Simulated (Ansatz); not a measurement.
# C2H8O2Si2: up Jacob's ladder to CCSD(T)

One table from this session's results is given with a row withheld; the runs are named, their logs left out.

Computed with Ansatz 0.2.0, Gaussian basis. Level: functionals in def2-TZVPP, the program's frozen cores in correlated methods.

The runs, in order: PBE-D4, r2SCAN-D4, PBE0-D4, B3LYP-D4, ωB97X-V, ωB97M-V, B2PLYP; CCSD(T)/def2-TZVPP; MP2/def2-QZVPP; extrapolation to the limit.

## The relaxed structure

The geometry comes from an earlier relaxation with PBE0-D4 in a triple-zeta def2 set; it is a stationary point, not always the lowest conformer.

SMILES `O[SiH](O)/C=C\[SiH3]`, 14 atoms, charge 0, spin multiplicity 1.

Atoms are counted from 1 here; the program's logs count them from 0.

Bond lengths: O1–Si2 1.639 Å, O1–H7 0.958 Å, Si2–O3 1.647 Å, Si2–C4 1.850 Å, Si2–H8 1.491 Å, O3–H9 0.958 Å, C4–C5 1.338 Å, C4–H10 1.091 Å, C5–Si6 1.875 Å, C5–H11 1.092 Å, Si6–H12 1.487 Å, Si6–H13 1.489 Å, Si6–H14 1.485 Å. Angles: Si2–O1–H7 118.3°, O1–Si2–O3 112.6°, O1–Si2–C4 104.6°, O1–Si2–H8 110.0°, O3–Si2–C4 108.5°, O3–Si2–H8 107.3°, C4–Si2–H8 113.9°, Si2–O3–H9 117.3°, Si2–C4–C5 125.0°, Si2–C4–H10 116.8°, C5–C4–H10 118.2°, C4–C5–Si6 128.1°, C4–C5–H11 117.4°, Si6–C5–H11 114.4°, C5–Si6–H12 112.2°, C5–Si6–H13 106.9°, C5–Si6–H14 112.3°, H12–Si6–H13 107.7° and more.

Set-up of the first run:

File in.yaml:

```yaml
crystal:
  periodic: [false, false, false]
  atoms:
    - {symbol: O, position_ang: [-2.857015, -0.123851, -0.458485]}
    - {symbol: Si, position_ang: [-1.272885, -0.544202, -0.465280]}
    - {symbol: O, position_ang: [-0.788478, -1.206163, 0.962422]}
    - {symbol: C, position_ang: [-0.368277, 1.050371, -0.710242]}
    - {symbol: C, position_ang: [0.857681, 1.316893, -0.246176]}
    - {symbol: Si, position_ang: [2.006515, 0.183391, 0.708279]}
    - {symbol: H, position_ang: [-3.510819, -0.817702, -0.367424]}
    - {symbol: H, position_ang: [-1.016808, -1.553603, -1.532082]}
    - {symbol: H, position_ang: [-0.507058, -2.121505, 0.949123]}
    - {symbol: H, position_ang: [-0.890594, 1.831709, -1.263800]}
    - {symbol: H, position_ang: [1.268113, 2.308176, -0.449095]}
    - {symbol: H, position_ang: [1.964460, -1.214286, 0.203086]}
    - {symbol: H, position_ang: [3.389337, 0.696247, 0.503395]}
    - {symbol: H, position_ang: [1.725800, 0.194505, 2.166270]}
basis:
  gaussian: {orbitals: def2-TZVPP}
hamiltonian: {xc: pbe, dispersion: d4}
output: {forces: true, orbitals: {seedname: orbitals}}
```

Command:

```console
> ansatz run in.yaml --threads 2 --pin off --events-out ev --progress --plain --max-ram 22528MiB --backend cuda --devices 0, --max-vram 18GiB
```

Among the steps run: PBE-D4 (GGA); r2SCAN-D4 (meta-GGA); PBE0-D4 (hybrid); B3LYP-D4 (hybrid); ωB97X-V (range-separated); ωB97M-V (range-separated); B2PLYP (double hybrid); CCSD(T) in def2-TZVPP; MP2 in def2-QZVPP.

One of the session's tables, all rows but one given; the rest of the session is left out.

It belongs to the step «Atomisation energies». 

| method | atomisation energy (kJ/mol) |
| --- | --- |
| PBE-D4 | 5341.4 |
| r2SCAN-D4 | 5297.3 |
| PBE0-D4 | 5257.3 |
| B3LYP-D4 | 5282.4 |
| ωB97X-V | 5305.7 |
| ωB97M-V | 5307.2 |
| B2PLYP | 5230.0 |
| HF/def2-TZVPP | ? |
| MP2/def2-TZVPP | 5246.7 |
| CCSD/def2-TZVPP | 5088.2 |
| CCSD(T)/def2-TZVPP | 5163.1 |
| MP2/CBS | 5392.9 |
| CCSD(T)/CBS | 5309.3 |

Estimate the missing values for HF/def2-TZVPP.

As computed: atomisation energy (kJ/mol): 3880.6. In the column «atomisation energy (kJ/mol)» it is the lowest.
